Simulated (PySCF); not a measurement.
**SnN+: from the state search to spectroscopic constants**

One table from this session's results is given with a row withheld; the runs are named, their logs left out.

Method: Sn cc-pVDZ-PP with ECP28, N cc-pVDZ, scalar-relativistic core potentials; program: PySCF 2.14.0.

Set-up of the first run:

A driver script around PySCF takes these settings:

```
atoms                         : Sn, N
charge                        : 1
basis                         : Sn cc-pVDZ-PP with ECP28, N cc-pVDZ
Hamiltonian                   : scalar-relativistic core potentials
basis functions               : 37
electrons treated             : 28
masses in u                   : 119.9022, 14.0031
levels                        : PBE0, PBE, r²SCAN, B3LYP, M06-L, M06, ωB97X, HF, MP2, SCS-MP2, CCSD, CCSD(T)
grid                          : 80 radial by 434 angular points
occupations                   : held fixed by the projection of orbital angular momentum
dissociation limit            : Sn+ + N, each in its ground configuration
starting distance in angstrom : 2.105
values of 2S to try           : 0, 2, 4
```

Launch:

```
$ OMP_NUM_THREADS=1 python dia.py task.json out
```

Among the steps run: The job; The PBE0 curve of the state that the search chose; Higher solutions at PBE0; PBE (GGA); r²SCAN (meta-GGA); B3LYP (global hybrid GGA); M06-L (meta-GGA); M06; ωB97X; ROHF; Correlated methods on the Hartree–Fock reference.

One table of the session follows, with a row left open; its other results are not shown here.

```
       level  Re (Å)  ωe (cm⁻¹)  De (eV)
        ROHF   2.116        572   -0.336
    ROHF-MP2       ?          ?        ?
ROHF-SCS-MP2   2.148        528     0.86
   ROHF-CCSD   2.166        492     0.88
ROHF-CCSD(T)   2.178        476     1.00
         PBE   2.175        513     2.06
      r²SCAN   2.155        522     1.60
       M06-L   2.161        523     1.86
       B3LYP   2.158        525     1.71
        PBE0   2.144        538     1.60
         M06   2.145        538     1.74
       ωB97X   2.129        553     1.61
```

Q: Estimate the row for ROHF-MP2 from the others.

The run gave: Re (Å): 2.139; ωe (cm⁻¹): 545; De (eV): 0.86. In the column «Re (Å)» it lies between ωB97X (2.129) and PBE0 (2.144).

De is counted to Sn+ + N in their ground configurations.
